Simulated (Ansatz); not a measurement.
# GeClH3 (GeH3Cl): geometry, orbitals and charge

What does GeClH3 (GeH3Cl) look like as a singlet, and where do its frontier electrons sit?

Computed with Ansatz 0.2.0, Gaussian basis. Level: RKS PBE0-D4/def2-TZVP.

Plan: relaxation at PBE-D4/def2-TZVP; a single point at PBE0-D4/def2-TZVP.

**1. Where the work starts**

5 atoms, charge 0, spin multiplicity 1.

Atoms are counted from 1 here; the program's logs count them from 0.

Bond lengths: Ge1–Cl2 2.085 Å, Ge1–H3 1.500 Å, Ge1–H4 1.500 Å, Ge1–H5 1.500 Å. Angles: Cl2–Ge1–H3 108.9°, Cl2–Ge1–H4 108.9°, Cl2–Ge1–H5 109.0°, H3–Ge1–H4 110.0°, H3–Ge1–H5 110.0°, H4–Ge1–H5 110.0°.

Geometry (Å):

```mol
ClGeH3
  3D, bonds by distance, orders not assigned

  5  4  0  0  0  0  0  0  0  0999 V2000
   -0.0009    0.0010   -0.1252 Ge  0  0
    0.0124   -0.0189    1.9600 Cl  0  0
    1.4147    0.0103   -0.6208 H   0  0
   -0.7173    1.2327   -0.5940 H   0  0
   -0.7089   -1.2252   -0.6200 H   0  0
  1  2  8  0
  1  3  8  0
  1  4  8  0
  1  5  8  0
M  END
```

The start is a GFN2-xTB geometry.

**2. Relaxation at PBE-D4/def2-TZVP**

in.yaml reads:

```yaml
crystal:
  periodic: [false, false, false]
  atoms:
    - {symbol: Ge, position_ang: [-0.000930, 0.001050, -0.125220]}
    - {symbol: Cl, position_ang: [0.012430, -0.018860, 1.959980]}
    - {symbol: H, position_ang: [1.414720, 0.010340, -0.620760]}
    - {symbol: H, position_ang: [-0.717310, 1.232700, -0.593990]}
    - {symbol: H, position_ang: [-0.708910, -1.225240, -0.620000]}
basis:
  gaussian: {orbitals: def2-TZVP}
hamiltonian: {xc: pbe, dispersion: d4}
scf: {omitted_lower_state_checks: [starts]}
output: {orbitals: {seedname: orbitals}}
relax: {f_tol: 0.02, max_steps: 100}
```

The run is started by

```
> ansatz run in.yaml --threads 4 --pin off --events-out ev --progress --plain --max-ram 3916MiB
```

The runs that follow: Single point, PBE0-D4/def2-TZVP.

Before running them: what should the planned runs give, taken together? Wanted: point group; commonest bond, hydrogen aside; HOMO, LUMO at PBE0-D4/def2-TZVP; dipole at PBE-D4/def2-TZVP.

**Answer**, as computed:

| quantity | value |
| --- | --- |
| point group | C3v |
| commonest bond, hydrogen aside | Cl–Ge, 1 of mean length 2.173 Å |
| HOMO, LUMO at PBE0-D4/def2-TZVP | -8.77, -0.39 eV |
| dipole at PBE-D4/def2-TZVP | 1.90 D |

**Reading.** The molecule keeps its bonding pattern by the stored test; the atoms moved 0.05 Å (rms). No usable vibrations, so a minimum isn't proven.
